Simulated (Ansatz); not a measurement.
# Te3W: the cost of one run

Method: DFT PBE, scalar-relativistic, plane waves, PAW, in Ansatz 0.2.0.

5 further runs of the same task are left out: 1 that didn't finish, 4 set aside as unsound or not needed.

**1. The system as given**

The structure is cubic, space group Pm-3m (No. 221). Conventional cell: a = 5.369 Å, b = 5.369 Å, c = 5.369 Å, α = 90.00°, β = 90.00°, γ = 90.00°. Around Te (site symmetry 4/mmm) lie 2 W at 2.68 Å. W (site symmetry m-3m) has 6 Te at 2.68 Å as nearest neighbours.

Coordinates:

```
CELL_PARAMETERS angstrom
5.36939 0.00000 0.00000
0.00000 5.36939 0.00000
0.00000 0.00000 5.36939
ATOMIC_POSITIONS crystal
Te 0.00000 0.00000 0.50000
Te 0.00000 0.50000 0.00000
Te 0.50000 0.00000 0.00000
W 0.00000 0.00000 0.00000
```

This is a trial structure built by rule; it need not be a known or stable form of this composition.

It is the result of an earlier relaxation at this level (volume 38.70 Å³/atom; gap on the mesh: none (metal)).

It is a trial structure (swap of O by Te in WO3), so another structure or a mixture of phases may lie lower.

**2. Phonons at Γ, at rest**

Contents of input.yaml:

```yaml
crystal:
  lattice:
    - [5.3693889911, 0.0, 0.0]
    - [0.0, 5.3693889911, 0.0]
    - [0.0, 0.0, 5.3693889911]
  atoms:
    - { symbol: Te, position: [0.0, 0.0, 0.5] }
    - { symbol: Te, position: [0.0, 0.5, 0.0] }
    - { symbol: Te, position: [0.5, 0.0, 0.0] }
    - { symbol: W, position: [0.0, 0.0, 0.0] }
basis:
  ecutwfc: 420
kpoints:
  mp_grid: { grid: [8, 8, 8] }
hamiltonian:
  xc: pbe
scf:
  occupations: { method: fermi_dirac, width: 0.15 }
output:
  eigenvalues: true
phonons:
  method: dfpt
  eigenvectors: true
```

Started as:

```sh
ansatz run input.yaml --threads 2 --pin off --max-ram 7168MiB --backend cpu --events-out ev --progress --plain --runs-dir out
```

Q: Estimate wall time and peak memory on 2 threads of Intel Xeon Platinum 8259CL at 2.50GHz (Skylake/Cascade Lake), shared host.

About 2.4 min, with a peak of 2.4 GiB.
